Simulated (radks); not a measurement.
**Exchange and kinetic functionals tested on atomic densities: Te⁺, Mg²⁺, Zr⁴⁺, Ag, Ag⁴³⁺, Bi**

Aim: take each self-consistent density and evaluate many functionals on it, against the exact exchange and kinetic energies of the same orbitals. Every spin shell is full or empty, so the densities are truly spherical.

The numbers are computed with radks (a radial shooting solver on a logarithmic mesh, Libxc functionals) version 1 (non-relativistic Kohn-Sham, PBE, spin-polarised, spherical densities, point nucleus; open shells are filled with parallel spins first), except any that are marked as measured or tabulated.

## 1. The atom as given

| Item | Value |
| --- | --- |
| species | Te⁺ ([Kr] 4d10 5s2 5p3), Mg²⁺ ([Ne]), Zr⁴⁺ ([Kr]), Ag ([Kr] 4d10 5s1), Ag⁴³⁺ ([He] 2s2), Bi ([Hg] 6p3) |

## 2. Te⁺, [Kr] 4d10 5s2 5p3

Input:

```text
Z 52
configuration [Kr] 4d10 5s2 5p3
relativity non-relativistic
functional pbe,pbe
spin polarised
nucleus point
```

## 3. Mg²⁺, [Ne]

Input:

```text
Z 12
configuration [Ne]
relativity non-relativistic
functional pbe,pbe
spin polarised
nucleus point
```

## 4. Zr⁴⁺, [Kr]

Input:

```text
Z 40
configuration [Kr]
relativity non-relativistic
functional pbe,pbe
spin polarised
nucleus point
```

## 5. Ag, [Kr] 4d10 5s1

Input:

```text
Z 47
configuration [Kr] 4d10 5s1
relativity non-relativistic
functional pbe,pbe
spin polarised
nucleus point
```

## 6. Ag⁴³⁺, [He] 2s2

Input:

```text
Z 47
configuration [He] 2s2
relativity non-relativistic
functional pbe,pbe
spin polarised
nucleus point
```

## 7. Bi, [Hg] 6p3

Input:

```text
Z 83
configuration [Hg] 6p3
relativity non-relativistic
functional pbe,pbe
spin polarised
nucleus point
```

**Question.** What will these runs give? Wanted: for each run, error in magnitude; Te⁺; Mg²⁺; Zr⁴⁺; Ag; Ag⁴³⁺; Bi.

As calculated:

| error in magnitude (%) | Te⁺ | Mg²⁺ | Zr⁴⁺ | Ag | Ag⁴³⁺ | Bi |
| --- | --- | --- | --- | --- | --- | --- |
| exchange, LDA | -4.79 | -8.67 | -5.39 | -4.93 | -12.38 | -3.76 |
| exchange, PBEsol | -2.25 | -3.72 | -2.49 | -2.27 | -5.09 | -1.79 |
| exchange, RPBE | -0.25 | +0.16 | -0.22 | -0.18 | +0.57 | -0.25 |
| exchange, PW91 | -0.02 | -0.14 | -0.03 | +0.04 | -0.57 | +0.03 |
| exchange, PW86 | -0.22 | +0.63 | -0.08 | -0.11 | +0.76 | -0.42 |
| exchange, AM05 | -4.47 | -7.40 | -4.97 | -4.58 | -9.80 | -3.57 |
| exchange, EV93 | -0.33 | +1.75 | -0.14 | -0.21 | +4.33 | -0.54 |
| exchange, revTPSS | -0.93 | -0.21 | -0.88 | -0.86 | +0.35 | -0.92 |
| exchange, MVS | +0.06 | -0.05 | +0.03 | +0.10 | -0.81 | +0.06 |
| kinetic, Thomas-Fermi | -5.23 | -7.91 | -5.66 | -5.39 | -11.27 | -4.55 |
| kinetic, von Weizsacker | -58.97 | -33.37 | -55.18 | -57.59 | -13.69 | -65.04 |
| kinetic, TF + vW | +35.80 | +58.72 | +39.16 | +37.02 | +75.04 | +30.41 |
| kinetic, TF + vW/9 | -0.67 | -0.50 | -0.68 | -0.67 | -1.68 | -0.67 |
| kinetic, TF + vW/5 | +2.97 | +5.42 | +3.30 | +3.10 | +5.99 | +2.44 |
| kinetic, LC94 | +0.07 | +0.10 | +0.07 | +0.08 | -1.62 | +0.03 |
| kinetic, revAPBEK | +0.29 | +0.66 | +0.34 | +0.32 | -0.85 | +0.19 |
| kinetic, Thakkar | -0.58 | -0.01 | -0.49 | -0.54 | -1.46 | -0.78 |
| kinetic, LKT | +18.90 | +34.48 | +20.97 | +19.65 | +47.73 | +15.70 |

In words: Negative means that the magnitude is too small. For exchange the mean absolute error is least for PW91 (0.14 %) and largest for LDA (6.65 %). Among the orbital-free kinetic functionals LC94 (0.33 %) does best and von Weizsacker (47.31 %) worst. The functionals are evaluated on one density each, not self-consistently.
